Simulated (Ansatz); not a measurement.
Run this with the Ansatz DFT code, driven from Python and show what comes out.

Script `csba3_xc.py`:
```python
# -*- coding: utf-8 -*-
"""Functional comparison for CsBa3 (totals differ with the potentials too)."""

import csv

import ansatz as az


def main():
    lattice = az.Lattice.of(
        [6.604371, 0.0, 0.0],
        [0.0, 6.604371, 0.0],
        [0.0, 0.0, 6.604371],
    )
    sites = [
        ("Cs", [0.0, 0.0, 0.0]),
        ("Ba", [0.0, 0.5, 0.5]),
        ("Ba", [0.5, 0.0, 0.5]),
        ("Ba", [0.5, 0.5, 0.0]),
    ]
    system = az.Crystal(lattice=lattice)
    for symbol, position in sites:
        system = system.atom(symbol, position)

    setup = (
        system.calculation()
        .occupations(az.OccupationsMethod.FERMI_DIRAC, width=100 * az.meV)
        .basis(420)
        .pseudopotentials("paw")
        .kpoints(density=3.8)
        .stress()
    )

    rows = []
    for value in ["pbesol", "rpbe", "lda", "r2scan"]:
        rep = setup.functional(value).run(threads=1, pin="off").report
        rows.append((value, rep["free_energy_ev"] / len(rep["lattice"]["sites"]), rep["n_iterations"], sum(rep["stress_gpa"][i][i] for i in range(3)) / 3, rep["n_kpoints"]))

    with open("xc.csv", "w", newline="") as handle:
        writer = csv.writer(handle)
        writer.writerow(["functional", "F/atom (eV)", "iterations", "P (GPa)", "k-points"])
        writer.writerows([round(v, 5) if isinstance(v, float) else v for v in row] for row in rows)
    print(open("xc.csv").read())


if __name__ == "__main__":
    main()
```

`python csba3_xc.py` gives:
```text
DeckWarning: basis.ecutwfc = 420 eV is below the records' recommended 500 eV, and the density's cutoff is lower with it unless basis.ecutrho_ratio is high enough to keep the records' density cutoff: compare with a run at a higher cutoff
functional,F/atom (eV),iterations,P (GPa),k-points
pbesol,-5793.26232,6,-0.54384,10
rpbe,-5889.36188,7,0.54393,10
lda,-5710.7357,7,-1.04466,10
r2scan,-5894.67125,8,0.23099,10
```
(Warnings from the package without file and line.)

Reading the output:
- The cutoff lies under the one recommended for these potentials in some of the runs.
- Under the recommended cutoff a pressure can be off by several GPa, even in sign.
- For a metal this k-point mesh is coarse: on a finer one energies can move by several to tens of meV an atom and pressures by half a GPa or more, differences at one mesh by less.
- Pressure is positive in compression.
- The structure comes from a database of computed cells and needn't be a stable or known phase.
- Total energies of different functionals can't be compared; pressures, moments and gaps at this one structure can.
- The whole script took 20 s on 1 thread of Arm Neoverse V2 (shared host), peak memory 0.9 GiB.

(A comment or docstring line of the script was reworded after the run, the code is as it ran; lines on the test bed's own set-up are left out of the output.)
